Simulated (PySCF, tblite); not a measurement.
# C₆H₁₃FOSi: geometry, infrared bands and NMR shifts

Aim: predict the infrared bands and NMR shifts of C₆H₁₃FOSi (`CC(C)[C@@H]1[SiH2]OC[C@H]1F`).

Programs: tblite 0.8.0 and PySCF 2.14.0, with density-fitted response routines of our own. Each step states its level of theory. These are calculated values for one molecule in the gas phase, unless marked as measured. Atoms are numbered from 0 throughout.

## Step 1: The starting structure

22 atoms, charge 0, multiplicity 1; geometry from: force field or distance geometry start.

Bonds of the start (Å): C0–C1 1.51, C1–C2 1.51, C1–C3 1.50, C3–Si4 1.91, Si4–O5 1.73, O5–C6 1.37, C6–C7 1.49, C7–F8 1.35, C7–C3 1.54, C0–H9 1.10, C0–H10 1.10, C0–H11 1.14, C1–H12 1.12, C2–H13 1.10, C2–H14 1.09, C2–H15 1.13, C3–H16 1.09, Si4–H17 1.44, Si4–H18 1.45, C6–H19 1.09, C6–H20 1.13, C7–H21 1.12.

## Step 2: Relaxing the molecule with GFN2-xTB

The job: settings as JSON, then the geometry in Å.

```
{"job": {"kind": "relax", "xc": "GFN2-xTB", "basis": "xTB"}, "charge": 0, "multiplicity": 1}
C     -1.985500    -0.997200     0.620700
C     -1.057400     0.179100     0.425400
C     -1.847200     1.195200    -0.372400
C      0.193200    -0.148400    -0.328900
Si     1.209300    -1.498500     0.553100
O      2.718600    -0.988400    -0.132400
C      2.560700     0.275500    -0.629300
C      1.299000     0.903800    -0.137200
F      1.004800     2.094800    -0.699200
H     -2.515900    -1.180600    -0.328400
H     -1.484100    -1.911200     0.957100
H     -2.737500    -0.661500     1.406300
H     -0.781000     0.674200     1.391500
H     -2.393100     1.853800     0.325800
H     -1.248200     1.793500    -1.058000
H     -2.598400     0.638100    -1.005400
H      0.062500    -0.359100    -1.385500
H      1.316600    -1.287900     1.977300
H      0.838800    -2.839200     0.140200
H      2.652300     0.391500    -1.709500
H      3.397900     0.894600    -0.192700
H      1.384100     0.997300     0.978400
```

Launch:

```sh
> OMP_NUM_THREADS=1 python probes_run.py task.json out
```

This one command runs all jobs of the session in turn.

**Question.** This job is followed by: GFN2-xTB harmonic vibrations, gas phase; GIAO PBE0/pcSseg-1 NMR shielding, non-relativistic, gas phase. What will the session give for the following? strongest single infrared mode (GFN2-xTB); zero-point energy (GFN2-xTB); ¹³C shifts against TMS (PBE0/pcSseg-1); ¹H shifts against TMS (PBE0/pcSseg-1, means over atoms taken as alike); ²⁹Si shifts against TMS (PBE0/pcSseg-1); ¹⁷O shifts against H2O (PBE0/pcSseg-1); ¹⁹F shifts against CFCl3 (PBE0/pcSseg-1).

The runs gave:

| quantity | value |
| --- | --- |
| strongest single infrared mode (GFN2-xTB) | 2296 cm⁻¹, 431 km/mol |
| zero-point energy (GFN2-xTB) | 112.5 kcal/mol |
| ¹³C shifts against TMS (PBE0/pcSseg-1) | 100.2, 74.8, 44.5, 35.9, 28.2, 26.2 ppm |
| ¹H shifts against TMS (PBE0/pcSseg-1, means over atoms taken as alike) | 5.24, 5.06, 5.00, 4.62, 4.02, 1.61, 1.39, 1.20, 0.89 ppm |
| ²⁹Si shifts against TMS (PBE0/pcSseg-1) | 4.3 ppm |
| ¹⁷O shifts against H2O (PBE0/pcSseg-1) | 18.7 ppm |
| ¹⁹F shifts against CFCl3 (PBE0/pcSseg-1) | -216.5 ppm |

**Reading.** Over 104 steps the energy fell by 0.926 eV; of the close pairs, Si4–O5 changed most, 1.734 to 1.636 Å. No mode is imaginary among the 60: a minimum at this level. The strongest single mode, at 2296 cm⁻¹, moves mainly H18 and H17. GFN2-xTB is a fitted tight-binding method: band positions and strengths are rough. Its intensities can rank the bands wrongly. At PBE0/pcSseg-1: The widest tensor belongs to Si4: span 135 ppm, with a paramagnetic part of -536 ppm.
